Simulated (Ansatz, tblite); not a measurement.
# Ge9H16 off sphere (Ge₉H₁₆): spin states and exact exchange

Is the singlet the ground state of Ge9H16 off sphere (Ge₉H₁₆)? Other spin states are computed and compared level by level.

Computed with Ansatz 0.2.0, Gaussian basis. Level: as each input shows.

Plan: triplet, at the geometry of the singlet (GFN1-xTB, GFN2-xTB, PBE0-D4/def2-TZVP, PBE-D4/def2-TZVP); the singlet's energies come from earlier runs.

1 further run of the same task is left out (set aside as unsound or not needed).

### 1 The relaxed structure

The geometry is that of the singlet, from an earlier relaxation (r2SCAN-D4/def2-SVP).

25 atoms, charge 0, spin multiplicity 1.

Bond lengths: Ge1–Ge6 2.428 Å, Ge1–Ge7 2.426 Å, Ge1–H10 1.542 Å, Ge1–H11 1.542 Å, Ge2–Ge6 2.428 Å, Ge2–Ge8 2.426 Å, Ge2–H12 1.542 Å, Ge2–H13 1.542 Å, Ge3–Ge6 2.429 Å, Ge3–Ge9 2.429 Å, Ge3–H14 1.542 Å, Ge3–H15 1.542 Å, Ge4–Ge7 2.426 Å, Ge4–Ge9 2.428 Å, Ge4–H16 1.542 Å, Ge4–H17 1.542 Å, Ge5–Ge8 2.426 Å, Ge5–Ge9 2.428 Å and more. Angles: Ge6–Ge1–Ge7 112.8°, Ge6–Ge1–H10 110.0°, Ge6–Ge1–H11 108.2°, Ge7–Ge1–H10 109.8°, Ge7–Ge1–H11 108.4°, H10–Ge1–H11 107.6°, Ge6–Ge2–Ge8 112.8°, Ge6–Ge2–H12 110.0°, Ge6–Ge2–H13 108.2°, Ge8–Ge2–H12 109.7°, Ge8–Ge2–H13 108.3°, H12–Ge2–H13 107.6°, Ge6–Ge3–Ge9 109.3°, Ge6–Ge3–H14 109.9°, Ge6–Ge3–H15 109.9°, Ge9–Ge3–H14 109.9°, Ge9–Ge3–H15 109.9°, H14–Ge3–H15 107.9° and more.

### 2 Triplet at the fixed geometry, GFN1-xTB

Tight binding, by tblite at 300 K electronic temperature and without a spin-polarisation term:

```python
tblite.interface.Calculator('GFN1-xTB', numbers, positions, charge=0, uhf=2).singlepoint()
```

Energy -642.2983 eV; 0.094 s.

### 3 Triplet at the fixed geometry, GFN2-xTB

Tight binding, by tblite at 300 K electronic temperature and without a spin-polarisation term:

```python
tblite.interface.Calculator('GFN2-xTB', numbers, positions, charge=0, uhf=2).singlepoint()
```

Energy -691.2085 eV; 0.091 s.

### 4 Triplet at the fixed geometry, PBE0-D4/def2-TZVP

File in.yaml:

```yaml
crystal:
  periodic: [false, false, false]
  atoms:
    - {symbol: Ge, position_ang: [0.240372, -2.846684, 0.004879]}
    - {symbol: Ge, position_ang: [0.235116, 0.004239, -2.846199]}
    - {symbol: Ge, position_ang: [-2.524261, -0.006547, -0.001156]}
    - {symbol: Ge, position_ang: [0.232604, -0.004927, 2.846909]}
    - {symbol: Ge, position_ang: [0.226791, 2.846991, -0.002223]}
    - {symbol: Ge, position_ang: [-1.114894, -1.404219, -1.401139]}
    - {symbol: Ge, position_ang: [1.569620, -1.610113, 1.613800]}
    - {symbol: Ge, position_ang: [1.560713, 1.620510, -1.615118]}
    - {symbol: Ge, position_ang: [-1.123351, 1.397187, 1.401237]}
    - {symbol: H, position_ang: [1.160990, -3.720649, -0.870052]}
    - {symbol: H, position_ang: [-0.702906, -3.790330, 0.777558]}
    - {symbol: H, position_ang: [1.157990, -0.869051, -3.719410]}
    - {symbol: H, position_ang: [-0.711513, 0.772193, -3.790377]}
    - {symbol: H, position_ang: [-3.430583, -0.890008, 0.879319]}
    - {symbol: H, position_ang: [-3.432608, 0.873167, -0.883334]}
    - {symbol: H, position_ang: [-0.710489, -0.780583, 3.788304]}
    - {symbol: H, position_ang: [1.148445, 0.872828, 3.723055]}
    - {symbol: H, position_ang: [-0.719836, 3.789601, -0.772070]}
    - {symbol: H, position_ang: [1.144916, 3.721706, 0.874592]}
    - {symbol: H, position_ang: [-2.006480, -2.298019, -2.293318]}
    - {symbol: H, position_ang: [2.209383, -2.601395, 2.606784]}
    - {symbol: H, position_ang: [2.710793, -0.878790, 0.885545]}
    - {symbol: H, position_ang: [2.188847, 2.617575, -2.609817]}
    - {symbol: H, position_ang: [2.710592, 0.899156, -0.890623]}
    - {symbol: H, position_ang: [-2.020239, 2.286200, 2.292871]}
basis:
  gaussian: {orbitals: def2-TZVP, fitting: {mean_field: def2-universal-jkfit}}
magnetization: {spin_polarized: true, initial_magnetization: 2}
hamiltonian: {xc: pbe0, dispersion: d4}
scf: {omitted_lower_state_checks: [starts]}
output: {orbitals: {seedname: orbitals}}
```

The run is started by

```
> ansatz run in.yaml --threads 2 --pin off --events-out ev --progress --plain --max-ram 32768MiB --backend cuda --devices 0, --max-vram 18GiB
```

The log of the run:

```text
Functional definition: PBE0
  name "PBE0"
  cite "Adamo & Barone, J. Chem. Phys. 110, 6158 (1999) doi:10.1063/1.478522"
  cite "Perdew, Burke & Ernzerhof, Phys. Rev. Lett. 77, 3865 (1996) doi:10.1103/PhysRevLett.77.3865"
  parent pbe
  parameter a = 0.25
  parameter kappa = 0.804
  parameter beta = 0.06672455060314922
  exchange = (1 - a)*pbe_x(kappa = kappa, mu = beta*pi^2/3) + a*exact_x
  correlation = pbe_c(beta = beta)
these checks for a lower state are left out or cut short: starts
2682 factors; integrals over basis functions are off by at most 6.0e-1 eV
mean field evaluation 1: about -508857.0183 eV, gradient 3.2e1 eV
mean field evaluation 2: about -508853.4803 eV, gradient 4.1e1 eV
mean field evaluation 4: about -508859.3090 eV, gradient 2.1e0 eV
mean field evaluation 8: about -508859.3141 eV, gradient 4.3e-1 eV
mean field evaluation 16: about -508859.3260 eV, gradient 3.9e-2 eV
mean field evaluation 32: about -508859.3263 eV, gradient 4.1e-5 eV
mean field -508859.32631576 eV, -18700.2353248648 hartree, gradient 7.9e-6 eV, S^2 2.008585; 0 other end points of the search recorded, 0 dependent functions left out
reference -508859.32637295 eV, -18700.2353269663 hartree; 153, 151 occupied and 375, 377 virtual orbitals, 2682 factors
Total energy: -508860.37515624 eV, -18700.2738690412 hartree
Checks for a lower state left out: starts
```

Wall time 21 s (1 × H100 (card shared with other runs) with 2 threads of AMD EPYC 7R13, shared host); peak host memory 1.2 GiB.

From the report: HOMO -2.19 eV, LUMO -6.25 eV (over both spins; with the spin held, an empty level of the minority spin lies below the top filled one); ⟨S²⟩ 2.009 (pure: 2.00).

### 5 Triplet at the fixed geometry, PBE-D4/def2-TZVP

start.molden holds the orbitals of an earlier run on this state, given as this run's starting guess.

Changes to in.yaml since step 4:

```diff
@@ -29,5 +29,5 @@
 basis:
-  gaussian: {orbitals: def2-TZVP, fitting: {mean_field: def2-universal-jkfit}}
+  gaussian: {orbitals: def2-TZVP, fitting: {mean_field: def2-universal-jkfit}, initial_orbitals: start.molden}
 magnetization: {spin_polarized: true, initial_magnetization: 2}
-hamiltonian: {xc: pbe0, dispersion: d4}
+hamiltonian: {xc: pbe, dispersion: d4}
 scf: {omitted_lower_state_checks: [starts]}
```

The command is unchanged.

The log of the run:

```text
Functional definition: PBE
  name "PBE"
  cite "Perdew, Burke & Ernzerhof, Phys. Rev. Lett. 77, 3865 (1996) doi:10.1103/PhysRevLett.77.3865"
  parent pbe
  parameter kappa = 0.804
  parameter beta = 0.06672455060314922
  exchange = pbe_x(kappa = kappa, mu = beta*pi^2/3)
  correlation = pbe_c(beta = beta)
these checks for a lower state are left out or cut short: starts
2682 factors; integrals over basis functions are off by at most 6.0e-1 eV
mean field evaluation 1: about -508845.3216 eV, gradient 1.7e1 eV
mean field evaluation 2: about -508845.8340 eV, gradient 6.7e-1 eV
mean field evaluation 4: about -508845.9365 eV, gradient 6.3e-2 eV
mean field evaluation 8: about -508845.8964 eV, gradient 1.1e0 eV
mean field evaluation 16: about -508845.9072 eV, gradient 2.5e-5 eV
mean field -508845.90715500 eV, -18699.7421798026 hartree, gradient 2.0e-6 eV, S^2 2.003556; 0 other end points of the search recorded, 0 dependent functions left out
reference -508845.90722790 eV, -18699.7421824814 hartree; 153, 151 occupied and 375, 377 virtual orbitals, 2682 factors
Total energy: -508847.07367929 eV, -18699.7850487793 hartree
Checks for a lower state left out: starts
```

Run time: 15 s. Hardware: 1 × H100 (card shared with other runs) with 2 threads of AMD EPYC 7R13, shared host; peak host memory 1.1 GiB.

HOMO -1.71 eV, LUMO -6.57 eV (over both spins; with the spin held, an empty level of the minority spin lies below the top filled one); ⟨S²⟩ 2.004 (pure: 2.00).

### 6 Triplet less singlet, vertical

The singlet's energies are those of its earlier runs, whose logs aren't repeated here.

| level | triplet less singlet, vertical (eV) | time |
| --- | --- | --- |
| GFN1-xTB | +3.552 | 0.22 s |
| GFN2-xTB | +4.744 | 0.15 s |
| PBE-D4/def2-TZVP | +4.978 | 25 s |
| PBE0-D4/def2-TZVP | +5.506 | 28 s |

Times add the two runs; a level without a time comes out of a correlated run. Tight binding without a spin term can't rank spin states.

### 7 Results

```
                                                quantity                                   value
triplet less singlet, vertical, functionals in def2-TZVP  +4.978 (PBE-D4) to +5.506 eV (PBE0-D4)
```

**Reading.** All functionals put the triplet above the singlet, over a spread of 0.529 eV. The checks for a lower triplet were left out, so another state of that spin may lie lower. These are electronic energies, without zero-point motion, entropy or surroundings.
